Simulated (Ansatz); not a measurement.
# CH8Ge2O2: a ladder of functionals and wavefunction methods

Aim: compute CH8Ge2O2 with functionals from several rungs and with coupled cluster. The yardstick is the atomisation energy at the CCSD(T) limit.

Program: Ansatz 0.2.0, Gaussian basis. Level of theory: functionals in def2-TZVPP, the program's frozen cores in correlated methods. These are calculated values, not measurements.

Plan: PBE-D4, r2SCAN-D4, PBE0-D4, B3LYP-D4, ωB97X-V, ωB97M-V, B2PLYP; CCSD(T)/def2-TZVPP; MP2/def2-QZVPP; extrapolation to the limit.

## 1. The relaxed structure

An earlier PBE0-D4 in a triple-zeta def2 set relaxation fixed the geometry.

13 atoms, charge 0, spin multiplicity 1.

Atoms are counted from 1 here; the program's logs count them from 0.

Bond lengths: C1–Ge2 1.930 Å, C1–H6 1.090 Å, C1–H7 1.090 Å, C1–H8 1.091 Å, Ge2–O3 1.786 Å, Ge2–O4 1.786 Å, Ge2–Ge5 2.438 Å, O3–H9 0.959 Å, O4–H10 0.959 Å, Ge5–H11 1.541 Å, Ge5–H12 1.537 Å, Ge5–H13 1.537 Å. Angles: Ge2–C1–H6 110.3°, Ge2–C1–H7 110.3°, Ge2–C1–H8 108.3°, H6–C1–H7 109.5°, H6–C1–H8 109.2°, H7–C1–H8 109.2°, C1–Ge2–O3 105.0°, C1–Ge2–O4 105.0°, C1–Ge2–Ge5 118.6°, O3–Ge2–O4 109.8°, O3–Ge2–Ge5 109.0°, O4–Ge2–Ge5 109.1°, Ge2–O3–H9 113.8°, Ge2–O4–H10 113.8°, Ge2–Ge5–H11 109.2°, Ge2–Ge5–H12 111.1°, Ge2–Ge5–H13 111.0°, H11–Ge5–H12 108.2° and more.

## 2. PBE-D4 (GGA)

in.yaml

```yaml
crystal:
  periodic: [false, false, false]
  atoms:
    - {symbol: C, position_ang: [-1.555684, -0.904893, -0.914301]}
    - {symbol: Ge, position_ang: [0.128688, -0.082530, -0.456366]}
    - {symbol: O, position_ang: [1.362883, -1.322271, -0.816209]}
    - {symbol: O, position_ang: [0.298293, 1.287095, -1.589952]}
    - {symbol: Ge, position_ang: [0.451907, 0.724231, 1.821775]}
    - {symbol: H, position_ang: [-1.720292, -1.794287, -0.306115]}
    - {symbol: H, position_ang: [-2.374704, -0.202385, -0.760267]}
    - {symbol: H, position_ang: [-1.522915, -1.191355, -1.966436]}
    - {symbol: H, position_ang: [2.250438, -1.072679, -0.551764]}
    - {symbol: H, position_ang: [1.064561, 1.838276, -1.419154]}
    - {symbol: H, position_ang: [1.863437, 1.328705, 1.950319]}
    - {symbol: H, position_ang: [-0.572280, 1.815371, 2.172009]}
    - {symbol: H, position_ang: [0.325678, -0.423277, 2.836442]}
basis:
  gaussian: {orbitals: def2-TZVPP}
hamiltonian: {xc: pbe, dispersion: d4}
output: {forces: true, orbitals: {seedname: orbitals}}
```

Launch:

```
> ansatz run in.yaml --threads 2 --pin off --events-out ev --progress --plain --max-ram 32768MiB --backend cuda --devices 0, --max-vram 18GiB
```

The runs that follow: r2SCAN-D4 (meta-GGA); PBE0-D4 (hybrid); B3LYP-D4 (hybrid); ωB97X-V (range-separated); ωB97M-V (range-separated); B2PLYP (double hybrid); CCSD(T) in def2-TZVPP; MP2 in def2-QZVPP.

Q: Predict the results of all the runs planned. Wanted: atomisation energy, CCSD(T)/CBS; farthest; mean size of error, hybrid; mean size of error, range-separated; gap, smallest and largest; T1 diagnostic; triples share of the correlation energy.

**Answer**, as computed:

| quantity | value |
| --- | --- |
| atomisation energy, CCSD(T)/CBS | 1047.6 kcal/mol |
| functionals within 10.5 kcal/mol (1.0 %) | PBE-D4, r2SCAN-D4, ωB97X-V |
| farthest | B2PLYP (-21.1 kcal/mol) |
| mean size of error, hybrid | 16.0 kcal/mol |
| mean size of error, range-separated | 7.1 kcal/mol |
| gap, smallest and largest | 5.55 eV (PBE-D4), 11.80 eV (ωB97X-V) |
| T1 diagnostic | 0.0119 |
| triples share of the correlation energy | 3.5 % |

**Reading.** PBE-D4 is off by -0.1 kcal/mol. Double hybrids carry the basis error of their MP2 part in triple zeta, and no dispersion term here, so their miss is partly the set-up's. Misses under about 10.5 kcal/mol are within the doubt on the reference itself, which lacks core-valence correlation, relativity and higher excitations, and its outer-core shells are covered unevenly. Hartree-Fock recovers 70 % of the binding; the rest is correlation. The gap grows from 5.6 to 11.8 eV across the functionals, mostly with the share of exact exchange. Correlated methods include outer-core shells of Ge, which these sets cover unevenly.
